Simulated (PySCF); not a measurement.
# C6H5F2O: the cost of one run

Computed with PySCF 2.14.0, with density-fitted response routines of our own, on a single molecule in the gas phase. Atoms are numbered from 0 throughout.

## 1. The molecule as given

14 atoms, charge 1, multiplicity 1; geometry from: GFN2-xTB.

Bonds of the start (Å): C0–C1 1.46, C1–C2 1.40, C2–C3 1.38, C3–F4 1.30, C3–O5 1.31, O5–C6 1.32, C6–C7 1.37, C7–F8 1.32, C7–C1 1.42, C0–H9 1.09, C0–H10 1.09, C0–H11 1.09, C2–H12 1.08, C6–H13 1.08.

## 2. TDDFT and polarisability: CAM-B3LYP/def2-SVPD

What the job is given:

```
{"job": {"kind": "uv", "xc": "CAM-B3LYP", "basis": "def2-SVPD", "nstates": 8, "ntriplets": 3}, "charge": 1, "multiplicity": 1}
C     -1.979387    -0.290653    -0.128524
C     -0.527871    -0.114920    -0.042697
C      0.391722    -1.152731    -0.228533
C      1.737710    -0.874565    -0.126866
F      2.660387    -1.774458    -0.285410
O      2.216151     0.316604     0.136983
C      1.393459     1.332549     0.320713
C      0.033525     1.161728     0.241323
F     -0.767194     2.188780     0.429491
H     -2.256921    -1.306549    -0.391427
H     -2.444793    -0.018627     0.823371
H     -2.400849     0.411024    -0.853527
H      0.069166    -2.160292    -0.448908
H      1.874218     2.281637     0.531845
```

Level: TDDFT CAM-B3LYP/def2-SVPD, vertical, gas phase, core orbitals frozen in the response.

On the command line:

```
$ OMP_NUM_THREADS=1 python probes_run.py task.json out
```

The driver reads the jobs from task.json and runs them one after another.

**Question.** How long does this job take on 1 thread of Intel Xeon at 2.50GHz, shared host, and how much memory does it need?

About 1.9 min, with a peak of 1 GiB.
